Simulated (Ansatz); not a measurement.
**YHg: elastic constants**

How stiff is the crystal, and how unevenly? Runs: reference run (LAPW); ions clamped (LAPW). Companion runs by PAW are cited.

Method: DFT PBEsol, all-electron LAPW, scalar-relativistic unless said, in Ansatz 0.2.0.

1 further run of the same task is left out (set aside as unsound or not needed).

## Step 1: Starting point

The structure is cubic, space group Pm-3m (No. 221). Conventional cell: a = 3.666 Å, b = 3.666 Å, c = 3.666 Å, α = 90.00°, β = 90.00°, γ = 90.00°. Y (site symmetry m-3m) is surrounded by 8 Hg at 3.17 Å. Hg (site symmetry m-3m) has 8 Y at 3.17 Å as nearest neighbours.

Coordinates:

```
CELL_PARAMETERS angstrom
3.66551 0.00000 0.00000
0.00000 3.66551 0.00000
0.00000 0.00000 3.66551
ATOMIC_POSITIONS crystal
Y 0.50000 0.50000 0.50000
Hg 0.00000 0.00000 0.00000
```

Cartesian axes are those of the input's lattice vectors. The structure goes back to a database entry.

## Step 2: Reference run, LAPW

input.yaml reads:

```yaml
crystal:
  lattice:
    - [3.66551027153, 0.0, 0.0]
    - [0.0, 3.66551027153, 0.0]
    - [0.0, 0.0, 3.66551027153]
  atoms:
    - { symbol: "Y", position: [0.5, 0.5, 0.5] }
    - { symbol: Hg, position: [0.0, 0.0, 0.0] }
kpoints:
  mp_grid: { grid: [12, 12, 12] }
scf:
  occupations: { method: fermi_dirac, width: 0.08 }
hamiltonian:
  xc: pbesol
  pseudopotentials: { kind: all_electron, lapw: { basis_error: 0.001 } }
elastic:
  mode: relaxed_ion
  stencil: two_point
  amplitude: 0.005
```

Launch:

```bash
$ ansatz run input.yaml --threads 1 --pin off --max-ram 2560MiB --backend cpu --events-out ev --progress --plain --runs-dir out
```

## Step 3: Ions clamped, LAPW

input.yaml, as its differences from that of step 2:

```diff
@@ -16,3 +16,3 @@
 elastic:
-  mode: relaxed_ion
+  mode: clamped_ion
   stencil: two_point
```

(Steps that only read results are left out.)

What does the calculation give? Wanted: C11; C12; C44; bulk, shear and Young's modulus; Debye temperature from sound speeds; universal anisotropy index.

**Answer**, as computed:

| quantity | value |
| --- | --- |
| C11 (LAPW) | 98 GPa |
| C12 (LAPW) | 62 GPa |
| C44 (LAPW) | 39 GPa |
| bulk, shear and Young's modulus | 74, 29, 76 GPa |
| Debye temperature from sound speeds | 194 K |
| universal anisotropy index | 0.74 |

**Reading.** All eigenvalues are positive, so the crystal is mechanically stable; by LAPW K = 74 and G = 29 GPa, K/G = 2.60, on the ductile side of Pugh's rough line at 1.75, which was drawn for metals. Young's modulus runs from 50 to 99 GPa with direction. PAW's constants lie within 0.1 GPa of LAPW's. Clamping the ions changes no constant by more than 1 GPa. Cautions: responses of metals move with mesh and smearing; no spin-orbit coupling on heavy atoms.
